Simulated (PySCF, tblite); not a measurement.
# C₆H₈Si: geometry, infrared bands and NMR shifts

Aim: predict the infrared bands and NMR shifts of C₆H₈Si (`C#CC1=C[SiH2]CC1`).

Programs: tblite 0.8.0 and PySCF 2.14.0, with density-fitted response routines of our own. Each step states its level of theory. These are calculated values for one molecule in the gas phase, unless marked as measured. Atoms count from 0, in the outputs and in this text.

### Step 1. The molecule as given

15 atoms, charge 0, multiplicity 1; geometry from: force field or distance geometry start.

Bonds of the start (Å): C0–C1 1.22, C1–C2 1.45, C2–C3 1.33, C3–Si4 1.86, Si4–C5 1.88, C5–C6 1.47, C6–C2 1.44, C0–H7 1.06, C3–H8 1.07, Si4–H9 1.46, Si4–H10 1.45, C5–H11 1.11, C5–H12 1.12, C6–H13 1.13, C6–H14 1.13.

### Step 2. Geometry optimisation with GFN2-xTB

The job: settings as JSON, then the geometry in Å.

```
{"job": {"kind": "relax", "xc": "GFN2-xTB", "basis": "xTB"}, "charge": 0, "multiplicity": 1}
C      3.367900     0.613200    -0.106300
C      2.160900     0.452500    -0.183100
C      0.728300     0.250400    -0.267900
C     -0.099600     1.285600    -0.354500
Si    -1.852500     0.663800    -0.450800
C     -1.338900    -1.063100     0.098500
C      0.081200    -1.031100    -0.297900
H      4.412100     0.780100    -0.055400
H      0.140100     2.327900    -0.346400
H     -2.341500     0.659000    -1.821300
H     -2.729400     1.313000     0.509400
H     -1.904900    -1.842700    -0.443200
H     -1.504100    -1.210300     1.194100
H      0.168600    -1.463300    -1.334400
H      0.707100    -1.726900     0.331700
```

Run with:

```bash
OMP_NUM_THREADS=1 python probes_run.py task.json out
```

This one command runs all jobs of the session in turn.

**Question.** This job is followed by: GFN2-xTB harmonic vibrations, gas phase; GIAO PBE0/pcSseg-1 NMR shielding, non-relativistic, gas phase. What will the session give for the following? strongest single infrared mode (GFN2-xTB); zero-point energy (GFN2-xTB); ¹³C shifts against TMS (PBE0/pcSseg-1); ¹H shifts against TMS (PBE0/pcSseg-1, means over atoms taken as alike); ²⁹Si shifts against TMS (PBE0/pcSseg-1).

**Answer**, as computed:

| quantity | value |
| --- | --- |
| strongest single infrared mode (GFN2-xTB) | 2215 cm⁻¹, 447 km/mol |
| zero-point energy (GFN2-xTB) | 70.0 kcal/mol |
| ¹³C shifts against TMS (PBE0/pcSseg-1) | 154.1, 142.3, 92.2, 87.0, 41.8, 7.2 ppm |
| ¹H shifts against TMS (PBE0/pcSseg-1, means over atoms taken as alike) | 6.68, 4.77, 3.02, 2.76, 1.11 ppm |
| ²⁹Si shifts against TMS (PBE0/pcSseg-1) | -26.3 ppm |

In words: Over 74 steps the energy fell by 0.434 eV; of the close pairs, C2–C6 changed most, 1.436 to 1.507 Å. All 39 modes are real, so the xTB geometry is a minimum. The strongest single mode, at 2215 cm⁻¹, moves mainly H9. Unscaled tight-binding wavenumbers are off by several per cent, some by more. Its intensities can rank the bands wrongly. H8 (hydrogen on an alkene CH) lies farthest downfield among hydrogen, at 6.68 ppm; attached to an sp2 carbon and in the plane of the double bond. At PBE0/pcSseg-1: The largest span, 311 ppm, is at C1, where the paramagnetic term is -146 ppm.
